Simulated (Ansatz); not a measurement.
## InCl₃, space group P6_3/mmc: a Berry-phase polarisation

Computed with Ansatz's Python interface.

Script `incl3.py`:
```python
'''Berry-phase polarisation of InCl3, and a Born charge from a small shift.'''

import warnings

import ansatz as az
import numpy as np
from pymatgen.core import Lattice, Structure
from pymatgen.io.ase import AseAtomsAdaptor

warnings.simplefilter('ignore', az.DeckWarning)

pmg_structure = Structure(
    Lattice([(9.58868, 0.0, 0.0), (-4.79434, 8.30404, 0.0), (0.0, 0.0, 3.41145)]),
    ['In', 'In', 'Cl', 'Cl', 'Cl', 'Cl', 'Cl', 'Cl'],
    [
        (2 / 3, 1 / 3, 0.25),
        (1 / 3, 2 / 3, 0.75),
        (0.78184, 0.21816, 0.75),
        (0.43633, 0.21816, 0.75),
        (0.78184, 0.56367, 0.75),
        (0.21816, 0.78184, 0.25),
        (0.56367, 0.78184, 0.25),
        (0.21816, 0.43633, 0.25),
    ],
)
structure = az.Crystal.from_ase(AseAtomsAdaptor.get_atoms(pmg_structure))

def solve(structure):
    return (
        structure.calculation()
        .functional('pbesol', dispersion='d3bj')
        .pseudopotentials('paw')
        .kpoints(3, 3, 6)
        .scf(tolerance=1e-10)
        .occupations('fixed')
        .polarization(string_points=10)
        .run()
        .polarization()
    )


vectors = np.array(structure.lattice.vectors)
shifted = structure.move(6, to=np.array(structure.sites[6].position) + 0.01 * np.linalg.inv(vectors)[0])
before, after = solve(structure), solve(shifted)
for label, p in (('as typed', before), ('shifted', after)):
    print(label, 'reduced polarisation:', [round(axis.reduced, 4) for axis in p.axes], 'modulo', p.modulus)
# take the change on the nearest branch, then turn it into a dipole per cell
change = np.array([b.reduced - a.reduced for a, b in zip(before.axes, after.axes)])
change -= before.modulus * np.round(change / before.modulus)
dipole = change @ vectors
print('dipole change (e A):', np.round(dipole, 4) + 0.0)
print('column of the Born charge of', structure.sites[6].symbol, 'for a shift along x:', np.round(dipole / 0.01, 2) + 0.0)
```

Running `python incl3.py` prints:
```text
as typed reduced polarisation: [34.0, 34.0, 34.0] modulo 1
shifted reduced polarisation: [33.9992, 33.9998, 34.0] modulo 1
dipole change (e A): [-0.0069 -0.002   0.    ]
column of the Born charge of Cl for a shift along x: [-0.69 -0.2   0.  ]
```

Reading the output:
- The structure comes from a database of computed cells and needn't be a stable or known phase.
- Polarisation is defined up to a quantum, so only the change along a continuous path has meaning.
- Wall time of the script: 8.5 min on 1 thread of Arm Neoverse V2, on a shared host, peak memory 1.1 GiB.
